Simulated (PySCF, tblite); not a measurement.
**C₂H₈OS₂Si₂: geometry, infrared bands and NMR shifts**

Wanted: the infrared bands and NMR shifts of C₂H₈OS₂Si₂ (`O[Si@@H](S)S[SiH]1CC1`), by calculation.

Computed with tblite 0.8.0 and PySCF 2.14.0, with density-fitted response routines of our own, on a single molecule in the gas phase. Atoms count from 0, in the outputs and in this text.

## 1. The molecule as given

15 atoms, charge 0, multiplicity 1; geometry from: force field or distance geometry start.

Bonds of the start (Å): O0–Si1 1.71, Si1–S2 2.17, Si1–S3 2.11, S3–Si4 2.10, Si4–C5 1.82, C5–C6 1.52, C6–Si4 1.87, O0–H7 0.99, Si1–H8 1.48, S2–H9 1.40, Si4–H10 1.48, C5–H11 1.12, C5–H12 1.10, C6–H13 1.10, C6–H14 1.10.

## 2. Relaxing the molecule with GFN2-xTB

What the job is given:

```
{"job": {"kind": "relax", "xc": "GFN2-xTB", "basis": "xTB"}, "charge": 0, "multiplicity": 1}
O      1.970100     1.238500     1.072900
Si     2.085800     0.665700    -0.532000
S      2.739500    -1.402000    -0.563100
S      0.334700     0.891200    -1.693100
Si    -1.492300     0.666600    -0.673100
C     -1.824300    -0.500900     0.686100
C     -2.111300    -1.100900    -0.677000
H      1.885700     2.224800     1.102700
H      3.167900     1.408600    -1.217000
H      4.120500    -1.483100    -0.785000
H     -2.524300     1.711800    -0.866200
H     -2.770700    -0.320600     1.259600
H     -1.039200    -0.930000     1.327200
H     -3.152600    -1.174600    -1.024000
H     -1.393800    -1.887200    -0.945500
```

On the command line:

```console
$ OMP_NUM_THREADS=1 python probes_run.py task.json out
```

This one command runs all jobs of the session in turn.

**Question.** This job is followed by: GFN2-xTB harmonic vibrations, gas phase; GIAO PBE0/pcSseg-1 NMR shielding, non-relativistic, gas phase. What will the session give for the following? strongest single infrared mode (GFN2-xTB); zero-point energy (GFN2-xTB); ¹³C shifts against TMS (PBE0/pcSseg-1); ¹H shifts against TMS (PBE0/pcSseg-1); ¹⁷O shifts against H2O (PBE0/pcSseg-1); ²⁹Si shifts against TMS (PBE0/pcSseg-1); ³³S shifts against CS2 (PBE0/pcSseg-1).

The runs gave:

| quantity | value |
| --- | --- |
| strongest single infrared mode (GFN2-xTB) | 797 cm⁻¹, 295 km/mol |
| zero-point energy (GFN2-xTB) | 59.9 kcal/mol |
| ¹³C shifts against TMS (PBE0/pcSseg-1) | 3.7, 0.5 ppm |
| ¹H shifts against TMS (PBE0/pcSseg-1) | 5.92, 4.06, 1.86, 1.83, 1.54, 1.02, 0.78, 0.77 ppm |
| ¹⁷O shifts against H2O (PBE0/pcSseg-1) | 69.5 ppm |
| ²⁹Si shifts against TMS (PBE0/pcSseg-1) | 3.7, -90.2 ppm |
| ³³S shifts against CS2 (PBE0/pcSseg-1) | -196, -232 ppm |

**Reading.** Relaxing lowered the energy by 0.908 eV in 126 steps; the close pair that moved most is O0–Si1, from 1.708 to 1.622 Å. No mode is imaginary among the 39: a minimum at this level. The strongest single mode, at 797 cm⁻¹, moves mainly H7. Unscaled tight-binding wavenumbers are off by several per cent, some by more. Its intensities can rank the bands wrongly.
